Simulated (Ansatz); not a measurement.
# Ba16B: the cost of one run

Program: Ansatz 0.2.0. Level of theory: DFT PBE, plane waves, PAW, scalar-relativistic, no spin polarisation. These are calculated values, not measurements.

## 1. Starting point

The cell holds 17 atoms (BBa16): a = 10.040 Å, b = 10.040 Å, c = 10.040 Å, α = 90.00°, β = 90.00°, γ = 90.00°.

Its coordinates follow in the input file.

## 2. Preparing the start

File input.yaml:

```yaml
accuracy: low
crystal:
  lattice:
    - [10.04, 0.0, 0.0]
    - [0.0, 10.04, 0.0]
    - [0.0, 0.0, 10.04]
  atoms:
    - { symbol: Ba, position: [0.0, 0.0, 0.0] }
    - { symbol: Ba, position: [0.5, 0.0, 0.0] }
    - { symbol: Ba, position: [0.0, 0.5, 0.0] }
    - { symbol: Ba, position: [0.0, 0.0, 0.5] }
    - { symbol: Ba, position: [0.25, 0.25, 0.25] }
    - { symbol: Ba, position: [0.5, 0.5, 0.0] }
    - { symbol: Ba, position: [0.5, 0.0, 0.5] }
    - { symbol: Ba, position: [0.75, 0.25, 0.25] }
    - { symbol: Ba, position: [0.0, 0.5, 0.5] }
    - { symbol: Ba, position: [0.25, 0.75, 0.25] }
    - { symbol: Ba, position: [0.25, 0.25, 0.75] }
    - { symbol: Ba, position: [0.5, 0.5, 0.5] }
    - { symbol: Ba, position: [0.75, 0.75, 0.25] }
    - { symbol: Ba, position: [0.75, 0.25, 0.75] }
    - { symbol: Ba, position: [0.25, 0.75, 0.75] }
    - { symbol: Ba, position: [0.75, 0.75, 0.75] }
    - { symbol: B, position: [0.6289105, -0.0051733, 0.7491717] }
basis:
  ecutwfc: 420.0
kpoints:
  mp_grid: { grid: [2, 2, 2] }
hamiltonian:
  xc: pbe
scf:
  occupations: { method: fermi_dirac, width: 0.15 }
  lower_state_search: "off"
relax:
  f_tol: 0.08
  max_steps: 25
  adjacent_minimum: "off"
```

Command:

```bash
ansatz run input.yaml --threads 4 --pin off --max-ram 10240MiB --backend cpu --events-out ev --progress --plain --runs-dir out
```

**Question.** How long does this run take on 4 threads of Intel Xeon Platinum 8488C (Sapphire Rapids), shared host, and how much memory does it need?

About 98 s, with a peak of 3.2 GiB.
